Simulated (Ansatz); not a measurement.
# CuO2 (Cmcm) in Ansatz: band structure with PBE

Aim: the band structure of CuO2 with PBE.

Program: Ansatz 0.2.0. These are calculated values, not measurements. Logs are shortened: lines on timing, memory, paths and dates and some standing lists are left out, and cuts for length are marked.

## (1) The crystal as given

It takes space group Cmcm (No. 63, orthorhombic). Conventional cell: a = 2.825 Å, b = 10.421 Å, c = 4.343 Å, α = 90.00°, β = 90.00°, γ = 90.00°. Around Cu (site symmetry m2m) lie 4 O at 1.86 to 1.90 Å. Around O (site symmetry m2m) lie 2 Cu at 1.90 Å. Around O (site symmetry m2m) lie 2 Cu at 1.86 Å.

The cell comes from a database or a generator and needn't be the stable form of this composition.

## (2) Band structure, PBE

input.yaml

```yaml
crystal:
  lattice:
    - [1.412615, -5.210747, 0.0]
    - [1.412615, 5.210747, 0.0]
    - [0.0, 0.0, 4.343424]
  atoms:
    - { symbol: Cu, position: [0.167253, 0.832747, 0.75] }
    - { symbol: Cu, position: [0.832747, 0.167253, 0.25] }
    - { symbol: O, position: [0.78897, 0.21103, 0.75] }
    - { symbol: O, position: [0.21103, 0.78897, 0.25] }
    - { symbol: O, position: [0.551486, 0.448514, 0.75] }
    - { symbol: O, position: [0.448514, 0.551486, 0.25] }
hamiltonian:
  xc: pbe
  pseudopotentials: { kind: paw }
kpoints:
  mp_grid: { grid: [10, 10, 6] }
  band_path:
    path:
      - [[0.0, 0.0, 0.0], [0.2683733209, 0.2683733209, 0.0], [0.0, 0.5, 0.0], [0.0, 0.5, 0.5], [0.2683733209, 0.2683733209, 0.5], [0.0, 0.0, 0.5], [0.0, 0.0, 0.0], [-0.5, 0.5, 0.0], [-0.2683733209, 0.7316266791, 0.0], [-0.2683733209, 0.7316266791, 0.5], [-0.5, 0.5, 0.5], [-0.5, 0.5, 0.0]]
      - [[0.0, 0.0, 0.5], [-0.5, 0.5, 0.5]]
    npoints: 14
scf:
  occupations: { method: fermi_dirac, width: 0.05 }
  n_extra_bands: 15
output:
  forces: true
  stress: true
  eigenvalues: true
  fatbands: false
```

Potentials or basis: Ansatz PAW.

Run with:

```console
> ansatz run input.yaml --threads 2 --pin off --max-ram 5632MiB --backend cpu --events-out ev --progress --plain --runs-dir out
```

Output:

```text
Warning: RAYON_NUM_THREADS=2 ignored (pool sized by the plan → 2); use --threads N
scf.n_extra_bands = 15 over 31 filled bands (N_el = 62.0): the run solves 46 bands
Engine: ansatz 0.2.0, x86_64-unknown-linux-gnu
Pseudopotentials: kind: paw
Pseudopotential: Cu, paw, valence charge 19, recommended cutoff 420 eV (normal), Cu.paw.azcp
Pseudopotential: O, paw, valence charge 6, recommended cutoff 420 eV (normal), O.paw.azcp
Functional definition: PBE
  parameter kappa = 0.804
  parameter beta = 0.06672455060314922
  exchange = pbe_x(kappa = kappa, mu = beta*pi^2/3)
  correlation = pbe_c(beta = beta)
Crystal: 6 atoms, lattice volume = 63.942 Å³
Basis set: ecut = 420 eV, 1259 PW (Γ), exchange–correlation on 80×80×60 points (8 copies of the dense FFT grid, shifted against one another)
Bands: 46, of which v1, the nominal top of the filled ones, is band 31 counted from 1 (30 counted from 0)
Symmetry: 8 space group operations
Space group: Cmcm (ITA 63), of the structure as read, at distance tolerance 4.0e-5 Å
k-points: 124 of 600
Non-local potential: Cu, projectors of the file, l = 0: 3, l = 1: 2, l = 2: 3, l = 3: 1
Non-local potential: O, projectors of the file, l = 0: 2, l = 1: 2, l = 2: 1
PAW form: soft (Blöchl's): semilocal exchange-correlation on the pseudo side does not see the compensation charge
PAW one-centre angular grid: Cu, 590 points (default); XC on 64 Gauss nodes
PAW one-centre angular grid: O, 110 points (default); XC on 64 Gauss nodes
Initial density: superposition of atomic densities (neutral atoms: chi_scale 0, normalization atom), corrected by the library's trained network
Initial wavefunctions: pseudopotential atomic-orbital guess
Functional: x = pbe(κ = 0.804, μ = 0.2195149727645171), c = pbe(β = 0.06672455060314922)
SCF iter   1: F=—  HF=-15510.322667 eV  |F-HF|=—  |Δ(HF+E_count)|=         —  Δρ=9.88e-3  dr2=4.72e-2  ethr=1.77e-3  ⟨swp⟩=5.2  Hψ=21940  notcnv=0  defer=236
preconditioner: auto → LDOS  [metal: Δε(μ)=0.004 eV  Ē_g=17.206 eV  σ=0.050 eV  W_gap=0.02  n_scr=14 (ndim 8)  ℏωp=31.5 eV  f_vac=0.120  D(μ)=4.50/eV (n_scr^D=44)  β→1.0]
SCF iter   2: F=—  HF=-15510.319144 eV  |F-HF|=—  |Δ(HF+E_count)|=   3.52e-3  Δρ=3.41e-3  dr2=3.91e-3  ethr=7.61e-5  ⟨swp⟩=2.1  Hψ=8075  notcnv=0  defer=800
SCF iter   3: F=—  HF=-15510.319613 eV  |F-HF|=—  |Δ(HF+E_count)|=   4.69e-4  Δρ=3.16e-3  dr2=5.15e-3  ethr=6.30e-6  ⟨swp⟩=2.2  Hψ=7450  notcnv=0  defer=800
SCF iter   4: F=—  HF=-15510.319119 eV  |F-HF|=—  |Δ(HF+E_count)|=   4.95e-4  Δρ=7.69e-4  dr2=3.68e-4  ethr=6.30e-6  ⟨swp⟩=1.7  Hψ=6151  notcnv=0  defer=800
SCF iter   5: F=—  HF=-15510.319090 eV  |F-HF|=—  |Δ(HF+E_count)|=   2.83e-5  Δρ=5.77e-4  dr2=1.51e-4  ethr=5.94e-7  ⟨swp⟩=2.5  Hψ=7890  notcnv=0  defer=800
SCF iter   6: F=—  HF=-15510.319074 eV  |F-HF|=—  |Δ(HF+E_count)|=   1.61e-5  Δρ=1.43e-4  dr2=9.93e-6  ethr=2.44e-7  ⟨swp⟩=1.0  Hψ=4906  notcnv=0  defer=800
SCF iter   7: F=—  HF=-15510.319173 eV  |F-HF|=—  |Δ(HF+E_count)|=   9.92e-5  Δρ=5.26e-5  dr2=1.32e-6  ethr=1.60e-8  ⟨swp⟩=1.0  Hψ=4904  notcnv=0  defer=800
SCF iter   8: F=-15510.319173 eV  HF=-15510.319173 eV  |F-HF|=5.19e-8  |Δ(HF+E_count)|=   1.18e-7  Δρ=9.08e-6  dr2=6.21e-8  ethr=1.61e-10  ⟨swp⟩=8.6  Hψ=28227  notcnv=0
SCF 1 converged in 8 iterations: F = -15510.319173 eV  dr2 = 6.21e-8
NSCF: frozen V_eff on 170 k-points
SCF converged after 8 iterations
Free energy (F): -15510.319173 eV
Harris-Foulkes:  -15510.319173 eV  (|F-HF|=5.19e-8)
Internal energy: -15510.280689 eV  (E = F + TS)
E sigma→0 (E₀):  -15510.299931 eV
Entropy (-TS):   -0.038484 eV (-6.414 meV/atom)
Fermi energy:    7.464719 eV
--- Per-component energies (eV) ---
  E_band       = -1111.982945
  E_kinetic    = 1275.896942
  E_local      = -12229.382265  (includes V_loc(G=0)·N_el)
  E_nonlocal   = 945.245261
  E_hartree    = 5242.539034
  E_xc         = -469.341491
  E_vxc        = -601.087582  (∫ρ·V_xc dr)
  E_paw        = -3925.295477  (= ΣΔE_a)
  E_vpaw       = -987.732257  (= ΣTr[D̂ρ^β])
  E_aug_tail   = 0.009530  (compensation charges beyond the density's cutoff)
  E_ewald      = -6349.952223
  E_smearing   = -0.038484  (= −TS)
  E_closure    = 0.000000  (closes the sum)
  Σ components = -15510.319173   (vs F -15510.319173, Δ=0.00e0)
--- Forces (eV/Å), atoms counted from 1 ---
  atom   1  Cu     0.00000000     0.05444383     0.00000000
  atom   2  Cu     0.00000000    -0.05444383    -0.00000000
  atom   3  O      0.00000000     0.24882002     0.00000000
  atom   4  O      0.00000000    -0.24882002    -0.00000000
  atom   5  O      0.00000000    -0.08226950     0.00000000
  atom   6  O      0.00000000     0.08226950    -0.00000000
  max |Σ_I F_I| component: 2.78e-17 eV/Å
--- Stress (GPa, compression-positive) ---
       -2.810067      -0.000000      -0.000000
       -0.000000      -1.692249      -0.000000
       -0.000000      -0.000000      -0.578429
  P = ⅓ Tr σ = -1.6936 GPa (-16.936 kbar)
--- Band table (eV; the first three rows and the last of 124) ---
  k-point 0: bands = ["-106.1816", "-106.1812", "-63.7819", "-63.7806", "-63.6747", "-63.6723", "-63.0546", "-63.0506", "-11.7636", "-10.2589", "-10.0969", "-9.4626", "1.3096", "1.5049", "1.5422", "1.7437", "1.8703", "3.2381", "4.0782", "4.1810", "4.3286", "4.5337", "4.8345", "5.0981", "5.1270", "5.7705", "6.0395", "6.1029", "6.3575", "6.3989", "6.8396", "7.3628", "8.4500", "8.7320", "13.4446", "17.7091", "18.4586", "19.0720", "19.3087", "20.4104", "23.3071", "24.0587", "24.3803", "26.0162", "27.2742", "27.2938"]
  k-point 1: bands = ["-106.1815", "-106.1812", "-63.7818", "-63.7807", "-63.6746", "-63.6725", "-63.0544", "-63.0509", "-11.6725", "-10.3711", "-10.0519", "-9.5011", "1.2038", "1.4608", "1.6690", "1.7507", "1.8608", "3.3865", "3.8659", "4.1277", "4.3172", "4.4734", "4.8875", "5.2102", "5.2217", "5.3007", "5.7564", "6.1345", "6.3384", "7.0098", "7.1227", "7.2269", "8.4715", "8.7142", "13.8227", "17.6145", "17.8585", "18.9648", "19.7726", "20.4790", "22.8352", "24.2872", "25.1937", "26.2957", "26.8961", "27.1445"]
  k-point 2: bands = ["-106.1814", "-106.1813", "-63.7816", "-63.7809", "-63.6741", "-63.6729", "-63.0536", "-63.0516", "-11.4174", "-10.6679", "-9.9299", "-9.6102", "1.1353", "1.3445", "1.7711", "1.8353", "1.9408", "3.1481", "3.6781", "4.0421", "4.3010", "4.3753", "4.9775", "5.0477", "5.4102", "5.4842", "5.7014", "6.0442", "6.3247", "6.7582", "7.3771", "7.7593", "8.5272", "8.6651", "14.7918", "17.0761", "17.4470", "18.2363", "20.5267", "20.7776", "22.7146", "24.6108", "25.9624", "26.4639", "26.5163", "26.7990"]
  k-point 123: bands = ["-106.1814", "-106.1814", "-63.7813", "-63.7813", "-63.6735", "-63.6735", "-63.0526", "-63.0526", "-10.9359", "-10.9359", "-9.9326", "-9.9326", "1.8273", "1.8273", "1.8571", "1.8571", "2.3647", "2.3647", "3.5434", "3.5434", "4.2769", "4.2769", "4.8365", "4.8365", "5.3567", "5.3567", "5.5316", "5.5316", "6.8991", "6.8991", "7.5284", "7.5284", "8.6911", "8.6911", "16.8022", "16.8022", "17.1156", "17.1156", "22.1613", "22.1613", "23.2089", "23.2089", "24.3934", "24.3934", "26.2876", "26.2876"]
```

It took 7.2 s on 2 threads of Intel Xeon 6975P-C (Granite Rapids), shared host; peak memory 0.6 GiB.

Results:

```yaml
Free_energy: -15510.3192 eV
Pressure: -1.7 GPa
Largest_force: 0.249 eV/Å
Band_gap_on_the_k_mesh: none (metal or under the smearing width)
```

Forces on the atoms (eV/Å):
```
Cu   0.000  0.054  0.000
Cu   0.000 -0.054  0.000
O    0.000  0.249  0.000
O    0.000 -0.249  0.000
O    0.000 -0.082  0.000
O    0.000  0.082  0.000
```

Stress tensor (GPa, compression positive):
```
-2.81  0.00  0.00
 0.00 -1.69  0.00
 0.00  0.00 -0.58
```

Levels at the corners of the path, in eV from the Fermi level:
```csv
point,band 28,band 29,band 30,band 31,band 32,band 33,band 34,band 35
Γ,-1.36,-1.11,-1.07,-0.63,-0.10,0.99,1.27,5.98
X,-1.87,-1.81,-1.78,-1.27,0.31,0.59,0.60,9.95
S,-1.91,-1.88,-1.71,-1.35,0.33,0.63,0.71,10.13
R,-2.82,-0.79,-0.79,0.26,0.26,0.77,0.77,10.01
A,-2.84,-0.80,-0.80,0.23,0.23,0.73,0.73,10.04
Z,-1.66,-1.01,-1.01,0.28,0.28,1.13,1.13,8.54
Γ,-1.36,-1.11,-1.07,-0.63,-0.10,0.99,1.27,5.98
Y,-1.56,-1.24,-1.24,-0.99,0.35,1.14,1.27,7.50
X1,-1.87,-1.81,-1.78,-1.27,0.31,0.59,0.60,9.95
A1,-2.84,-0.80,-0.80,0.23,0.23,0.73,0.73,10.04
T,-1.93,-0.57,-0.57,0.06,0.06,1.23,1.23,9.34
Y,-1.56,-1.24,-1.24,-0.99,0.35,1.14,1.27,7.50
Z,-1.66,-1.01,-1.01,0.28,0.28,1.13,1.13,8.54
T,-1.93,-0.57,-0.57,0.06,0.06,1.23,1.23,9.34
```

Caveat: the pressure holds a Pulay correction of +0.8 GPa for the finite cutoff; the run has no spin polarisation, though such a crystal can be magnetic; semilocal functionals often make such compounds metallic where correlation or magnetic order opens a gap, which also shifts bond lengths. With open d or f shells a metallic result of PBE can be an artefact of self-interaction; +U or a hybrid may open a gap.
